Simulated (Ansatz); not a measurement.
Predict the output of the script below (Ansatz's Python interface).

Script `deck_c2h6sesi.py`:
```python
"""C2H6SeSi through the session interface."""

import ansatz as az

deck = {
    "crystal": {
        "periodic": [False, False, False],
        "atoms": [
            {"symbol": "C", "position_ang": [-1.1435, 0.9261, -0.1406]},
            {"symbol": "C", "position_ang": [-0.2336, 0.081, -0.4139]},
            {"symbol": "Si", "position_ang": [0.4755, -0.9385, 0.9221]},
            {"symbol": "Se", "position_ang": [0.4856, -0.133, -2.2129]},
            {"symbol": "H", "position_ang": [-1.563, 1.1053, 0.8397]},
            {"symbol": "H", "position_ang": [-1.6182, 1.5842, -0.9532]},
            {"symbol": "H", "position_ang": [1.978, -0.6674, 1.0193]},
            {"symbol": "H", "position_ang": [0.3331, -2.3467, 0.6306]},
            {"symbol": "H", "position_ang": [-0.1176, -0.5947, 2.2661]},
            {"symbol": "H", "position_ang": [1.4867, 0.9325, -1.9543]},
        ],
    },
    "basis": {"gaussian": {"orbitals": "def2-SVP"}},
    "correlation": {"method": "mp2"},
}
session = az.Session.from_dict(deck)
summary = session.plan(threads=1).execute().report

print(f"E = {summary['free_energy_ev']:.6f} eV = {summary['free_energy_ev'] / 27.211386246:.7f} Ha")
print("converged:", summary["converged"], " doubts:", summary["published_state_doubts"] or "none")
symbols = ["C", "C", "Si", "Se", "H", "H", "H", "H", "H", "H"]
print("correlation energy", round(summary["free_energy_ev"] - summary["reference_energy_ev"], 5), "eV")
cluster = summary["correlation"].get("coupled_cluster")
if cluster:
    print("cycles", cluster["cycles"], " T1 diagnostic", round(cluster["t1_diagnostic"], 4), " largest double", round(cluster["largest_double"], 4))
```

`python deck_c2h6sesi.py` gives:
```text
E = -75324.275758 eV = -2768.1160775 Ha
converged: True  doubts: none
correlation energy -16.44646 eV
```

Caveats:
- Total energies depend on the basis set; only differences at equal settings carry meaning.
- The geometry is a force-field or estimated start, not a minimum of this method, and the basis set is short of its limit.
- Timing: 2.1 s on 1 thread of Arm Neoverse V2, with other jobs on the host, peak memory 0.25 GiB.
